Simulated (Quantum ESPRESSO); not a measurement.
# AlNi3 under changes of volume

One of the cells (10.932 Å³/atom); the others are scaled copies at fixed shape and fractional positions:

```
Ni Al
1.0
     3.52305    0.00000    0.00000
     0.00000    3.52305    0.00000
     0.00000    0.00000    3.52305
Ni Al
3 1
Direct
  0.50000 0.50000 0.00000
  0.50000 0.00000 0.50000
  0.00000 0.50000 0.50000
  0.00000 0.00000 0.00000
```

The cell is a database's computed one.

```yaml
Program: Quantum ESPRESSO 7.5
Functional: PBEsol
Potentials_or_basis: GBRV 1.5 PBEsol
Cutoff: 612 eV
Density_cutoff: 4898 eV
k_mesh: 8 × 8 × 8
Occupations: fermi-dirac, width 0.05 eV
Spin: collinear spin, ferromagnetic start
Starting_moments: "[1.0, 1.0, 1.0, 0.0] μB"
```

```csv
volume (Å³/atom),energy over the lowest point (meV/atom),pressure (GPa),moment (μB per cell)
10.276,25.92,13.6,0.58
10.495,?,?,?
10.713,2.27,3.6,0.64
10.932,0.00,-0.7,0.67
11.151,3.23,-4.4,0.69
11.369,11.35,-7.9,0.71
11.588,23.88,-10.9,0.72
```

Question: What does the run at 10.495 Å³/atom give?

Answer: Energy over the lowest point 10.68 meV/atom; pressure 8.3 GPa; moment 0.61 μB per cell.

Worked out: A Birch-Murnaghan fit of order 3 (a polynomial in V^(-2/3)) to the other rows has its minimum at 10.91 Å³/atom with B0 = V·E''(V) = 203 GPa and B' = 4.6. It gives 10.64 meV/atom at 10.495 Å³/atom, against the run's 10.68, and -dE/dV = 8.6 GPa, against 8.3. A parabola through the other rows of the moment, of slope 0.145 μB per Å³/atom there, gives 0.61 μB, against the run's 0.61.

Energies are extrapolated to zero smearing.
